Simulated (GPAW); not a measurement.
PtSe:

```
CELL_PARAMETERS angstrom
0.00000 2.79841 2.79841
2.79841 0.00000 2.79841
2.79841 2.79841 0.00000
ATOMIC_POSITIONS crystal
Pt 0.50000 0.50000 0.50000
Se 0.00000 0.00000 0.00000
```

The cell comes from a database or a generator and needn't be the stable form of this composition.

```yaml
Program: GPAW 26.7.0
Task: relaxation of cell and atoms
Functional: BLYP
Potentials_or_basis: PAW data sets generated in the run's folder for this functional
Cutoff: 600 eV
Basis: pw
k_mesh: 8 × 8 × 8
Occupations: fermi-dirac, width 0.05 eV
Spin: no spin polarisation
```

At the start: pressure -8.0 GPa; volume 21.91 Å³/atom.

Task: Where does the relaxation end?

Result: Over 5 steps the energy falls by 57.1 meV/atom and the volume is 19.84 Å³/atom (-9.5 %); space group Fm-3m (No. 225, to 0.05 Å).

Step by step:
```
step  energy change (eV)  largest force (eV/Å)  pressure (GPa)  volume (Å³)
   1              0.0000                0.0000           -7.95        43.83
   2             -0.0456                0.0000           -6.46        42.82
   3             -0.1117                0.0000            1.49        39.13
   4             -0.1142                0.0000           -0.18        39.75
   5             -0.1142                0.0000            0.00        39.68
```

Final structure:
```cif
data_structure
_symmetry_space_group_name_H-M 'P 1'
_symmetry_Int_Tables_number 1
_cell_length_a 3.8286
_cell_length_b 3.8286
_cell_length_c 3.8286
_cell_angle_alpha 60.000
_cell_angle_beta 60.000
_cell_angle_gamma 60.000
_cell_volume 39.68
loop_
_atom_site_label
_atom_site_type_symbol
_atom_site_fract_x
_atom_site_fract_y
_atom_site_fract_z
_atom_site_occupancy
Pt1 Pt 0.50000 0.50000 0.50000 1
Se1 Se 0.00000 0.00000 0.00000 1
```

Caveat: later steps reuse the first step's grids.
